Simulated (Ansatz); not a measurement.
BeCr3:

```
Cr Be
1.0
     3.51121    0.00000    0.00000
     0.00000    3.51121    0.00000
     0.00000    0.00000    3.51121
Cr Be
3 1
Direct
  0.50000 0.50000 0.00000
  0.50000 0.00000 0.50000
  0.00000 0.50000 0.50000
  0.00000 0.00000 0.00000
```

The cell comes from a database or a generator and needn't be the stable form of this composition.

| Property | Result |
| --- | --- |
| Program | Ansatz 0.2.0 |
| Task | relaxation of cell and atoms |
| Functional | PBEsol |
| Potentials or basis | Ansatz PAW |
| Cutoff | 420 eV (not typed: the program's choice for these potentials) |
| k mesh | 6 × 6 × 6 |
| Occupations | fermi-dirac, width 0.05 eV |
| Spin | collinear spin, ferromagnetic start |
| Starting moments | [3.0, 3.0, 3.0, 0.0] μB |
| Hubbard terms | Cr d U = 2 eV |

At the start: volume 10.82 Å³/atom.

Task: Where does the relaxation end?

Result: It ends after 24 steps and the volume is 13.08 Å³/atom (+20.8 %); space group P4/mmm (No. 123, to 0.05 Å); moment 3.63 μB per cell.

Step by step:
```csv
step,energy change (eV),largest force (eV/Å),volume (Å³)
1,0.0000,0.0000,43.29
2,-0.0304,0.0000,42.21
3,-0.0322,0.0000,41.88
4,-0.0322,0.0000,41.89
5,-0.0317,0.0000,41.89
6,-0.1543,0.0000,41.89
7,-0.9614,0.0000,45.90
8,-1.4302,0.0000,49.91
9,-1.5814,0.0000,52.42
10,-1.5890,0.0000,51.82
11,-1.5905,0.0000,51.38
12,-1.5905,0.0000,51.40
13,-1.7053,0.0000,51.40
14,-1.7415,0.0000,52.40
15,-1.7587,0.0000,52.85
16,-1.7680,0.0000,52.67
17,-1.7727,0.0000,52.14
18,-1.7752,0.0000,52.35
19,-1.7755,0.0000,52.22
20,-1.7781,0.0000,52.22
21,-1.7781,0.0000,52.26
22,-1.7781,0.0000,52.31
23,-1.7781,0.0000,52.31
24,-1.7781,0.0000,52.31
```

Final structure:
```cif
data_structure
_symmetry_space_group_name_H-M 'P 1'
_symmetry_Int_Tables_number 1
_cell_length_a 4.1681
_cell_length_b 4.1681
_cell_length_c 3.0108
_cell_angle_alpha 90.000
_cell_angle_beta 90.000
_cell_angle_gamma 90.000
_cell_volume 52.31
loop_
_atom_site_label
_atom_site_type_symbol
_atom_site_fract_x
_atom_site_fract_y
_atom_site_fract_z
_atom_site_occupancy
Cr1 Cr 0.50000 0.50000 0.00000 1
Cr2 Cr 0.50000 0.00000 0.50000 1
Cr3 Cr 0.00000 0.50000 0.50000 1
Be1 Be 0.00000 0.00000 0.00000 1
```

Caveat: the magnetic or orbital state may not be the lowest; the electronic state changed during the relaxation; the volume moved by over 15 % at a fixed basis, so the end points are rough; the plane-wave basis is chosen anew once the cell has moved, so the energies of steps on either side of that aren't comparable; the PAW data sets come from PBE, with cores solved anew for the run's functional, which leaves a small shift of forces and pressure; the U is typed as a test and isn't derived for this compound; the starting moments weren't kept.
